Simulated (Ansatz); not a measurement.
**SVWN5/cc-pVDZ run of C2H3FGe (SMILES C#[C][GeH2][F])**

What is the electronic atomisation energy of C2H3FGe at SVWN5/cc-pVDZ? 

The calculation is run with Ansatz 0.2.0.

63 further runs of the same task are left out: 63 set aside as unsound or not needed. Runs told in other sessions of the task aren't counted.

## 1. The structure to begin with

C2H3FGe has 7 atoms, charge 0, and is taken as a singlet. SMILES: `C#[C][GeH2][F]`. Geometry: relaxed at PBE0-D4/def2-TZVP.

Bond lengths: C1–C2 1.205 Å, C2–Ge3 1.891 Å, Ge3–F4 1.737 Å, C1–H5 1.066 Å, Ge3–H6 1.530 Å, Ge3–H7 1.530 Å. Angles: C1–C2–Ge3 178.5°, C2–Ge3–F4 106.8°, C2–C1–H5 179.5°, C2–Ge3–H6 111.0°, C2–Ge3–H7 111.0°, F4–Ge3–H6 106.5°, F4–Ge3–H7 106.5°, H6–Ge3–H7 114.4°.

## 2. A single-point energy at SVWN5/cc-pVDZ

run.yaml reads:

```yaml
crystal:
  periodic: [false, false, false]
  atoms:
    - {symbol: C, position_ang: [1.589600, -1.011400, 0.749400]}
    - {symbol: C, position_ang: [0.653200, -0.399300, 0.302800]}
    - {symbol: Ge, position_ang: [-0.795200, 0.603200, -0.384600]}
    - {symbol: F, position_ang: [-1.928600, -0.538300, -1.040400]}
    - {symbol: H, position_ang: [2.414700, -1.560800, 1.142300]}
    - {symbol: H, position_ang: [-1.525800, 1.349500, 0.733200]}
    - {symbol: H, position_ang: [-0.346600, 1.489200, -1.548300]}
basis:
  gaussian:
    orbitals: cc-pVDZ
accuracy: high
hamiltonian:
  xc: {name: SVWN5}
output: {orbitals: {seedname: orbitals}}
```

Started as:

```sh
$ ansatz run run.yaml --threads 1 --pin off --max-ram 2610MiB --events-out events.jsonl --progress --plain --runs-dir runs
```

Output:

```text
Warning: RAYON_NUM_THREADS=1 ignored (pool sized by the plan → 1); use --threads N
Functional definition: SVWN5
  name "SVWN5"
  exchange = slater_x
  correlation = vwn5_c
1814 factors; integrals over basis functions are off by at most 4.7e-9 eV
mean field evaluation 1: about -61226.4384 eV, gradient 5.1e1 eV
mean field evaluation 2: about -61213.0760 eV, gradient 9.2e1 eV
mean field evaluation 4: about -61232.3833 eV, gradient 1.5e1 eV
mean field evaluation 8: about -61232.8867 eV, gradient 1.1e-1 eV
mean field evaluation 16: about -61232.8867 eV, gradient 4.7e-6 eV
mean field -61232.88672128 eV, -2250.2670818658 hartree, gradient 2.9e-8 eV, S^2 0.000000; 0 other end points of the search recorded, 0 dependent functions left out
reference -61232.88672441 eV, -2250.2670819808 hartree; 28, 28 occupied and 56, 56 virtual orbitals, 1814 factors
Total energy: -61232.88672441 eV, -2250.2670819808 hartree
```

Run time: 1.8 s. Hardware: 1 thread of AMD EPYC 9R45 (Zen 5), shared host; peak memory 0.21 GiB.

## 3. The C atom, same level

input.yaml reads:

```yaml
crystal:
  periodic: [false, false, false]
  atoms:
    - symbol: C
      position_ang: [0.000000, 0.000000, 0.000000]
basis:
  gaussian: {orbitals: cc-pVDZ}
magnetization: {spin_polarized: true, initial_magnetization: 2}
hamiltonian: {xc: {name: SVWN5}}
accuracy: high
```

Run the same way, it converges to -37.45778 Eh (log not shown).

## 4. The F atom, same level

input.yaml reads:

```yaml
crystal:
  periodic: [false, false, false]
  atoms:
    - {symbol: F, position_ang: [0.000000, 0.000000, 0.000000]}
basis:
  gaussian: {orbitals: cc-pVDZ}
magnetization: {spin_polarized: true, initial_magnetization: 1}
hamiltonian: {xc: {name: SVWN5}}
accuracy: high
```

Run the same way, it converges to -99.06020 Eh (log not shown).

## 5. The Ge atom at the same level

molecule.yaml reads:

```yaml
crystal:
  periodic: [false, false, false]
  atoms:
    - {symbol: Ge, position_ang: [0.000000, 0.000000, 0.000000]}
basis:
  gaussian: {orbitals: cc-pVDZ}
hamiltonian: {xc: {name: SVWN5}}
accuracy: high
magnetization: {spin_polarized: true, initial_magnetization: 2}
```

Run the same way, it converges to -2073.72750 Eh (log not shown).

## 6. The H atom

in.yaml reads:

```yaml
crystal:
  periodic: [false, false, false]
  atoms:
    - {symbol: H, position_ang: [0.000000, 0.000000, 0.000000]}
basis:
  gaussian:
    orbitals: cc-pVDZ
magnetization:
  spin_polarized: true
  initial_magnetization: 1
hamiltonian:
  xc: {name: SVWN5}
accuracy: high
```

Started as:

```sh
$ ansatz run in.yaml --threads 1 --pin off --max-ram 2610MiB --events-out events.jsonl --progress --plain --runs-dir runs
```

Output:

```text
Warning: RAYON_NUM_THREADS=1 ignored (pool sized by the plan → 1); use --threads N
[... 4 set-up lines as earlier in the session ...]
15 factors; integrals over basis functions are off by at most 4.6e-8 eV
mean field evaluation 1: about -12.9914 eV, gradient 3.1e-1 eV
mean field evaluation 2: about -12.9913 eV, gradient 3.1e-1 eV
mean field evaluation 4: about -12.9925 eV, gradient 1.4e-5 eV
mean field evaluation 8: about -12.9925 eV, gradient 3.2e-8 eV
mean field -12.99253359 eV, -0.4774668029 hartree, gradient 3.2e-8 eV, S^2 0.750000; 0 other end points of the search recorded, 0 dependent functions left out
reference -12.99253504 eV, -0.4774668559 hartree; 1, 0 occupied and 4, 5 virtual orbitals, 15 factors
Total energy: -12.99253504 eV, -0.4774668559 hartree
```

It took 0.06 s on 1 thread of AMD EPYC 9R45 (Zen 5), shared host.

## 7. What came out

Level: SVWN5/cc-pVDZ.

```
                     quantity           value
       molecule: total energy  -2250.26708 Eh
        molecule: HOMO energy        -7.26 eV
        molecule: LUMO energy        -1.74 eV
      molecule: HOMO–LUMO gap         5.53 eV
         C atom: total energy    -37.45778 Eh
                 C atom: ⟨S²⟩           2.002
         F atom: total energy    -99.06020 Eh
                 F atom: ⟨S²⟩           0.751
        Ge atom: total energy  -2073.72750 Eh
                Ge atom: ⟨S²⟩           2.001
         H atom: total energy     -0.47747 Eh
                 H atom: ⟨S²⟩           0.750
electronic atomisation energy       30.787 eV
```

In words: Taking the molecule apart into free atoms costs 30.79 eV (710 kcal/mol), before zero-point energy and without spin-orbit coupling.
